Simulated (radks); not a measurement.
# Nuclear size and the levels of Ag⁴⁺

An exercise on one series of results from a longer session: the logs are not shown, and one member is left open.

Program: radks (a radial shooting solver on a logarithmic mesh, Libxc functionals) version 1. Level of theory: Dirac Kohn-Sham, BLYP, spin-unpolarised, spherical densities, finite nucleus; open shells are shared between the two j in proportion to 2j + 1. These are calculated values, not measurements, unless marked.

## What is computed

| Quantity | Value |
| --- | --- |
| element | silver (Z = 47) |
| charge | +4 |
| electrons | 43 |
| configuration | [Kr] 4d7 |
| nuclear rms radius | 4.5454 fm |

Outer shells as boxes (Hund's rule):

Ag⁴⁺
```
[Kr] core
4d [↑↓][↑↓][↑ ][↑ ][↑ ]
```

The first run:

Input:

```text
Z 47
configuration [Kr] 4d7 5s0 5p0
relativity Dirac
functional b88,lyp
spin unpolarised
j_filling average
nucleus finite rms 4.5454 fm
c 137.035999084
```

Among the steps run: rms radius 4.5454 fm.

One of the session's tables, all rows but one given; the rest of the session is left out.

It belongs to the step «rms radius 4.5454 fm». From the orbitals of this run (lengths in bohr):

```
level     <r>  outermost maximum (interpolated)  90 % within  nodes
4s1/2  0.9000                             0.819         1.30      3
4p1/2  0.9573                             0.854         1.41      2
4p3/2       ?                                 ?            ?      ?
4d3/2   1.195                             0.990         1.84      1
4d5/2   1.207                             0.999         1.85      1
5s1/2   2.193                              2.01         3.12      4
5p1/2   2.460                              2.25         3.51      3
5p3/2   2.514                              2.31         3.58      3
```

Estimate the missing values for 4p3/2.

As computed: <r>: 0.9853; outermost maximum (interpolated): 0.877; 90 % within: 1.45; nodes: 2. In the column «<r>» it lies between 4p1/2 (0.9573) and 4d3/2 (1.195).
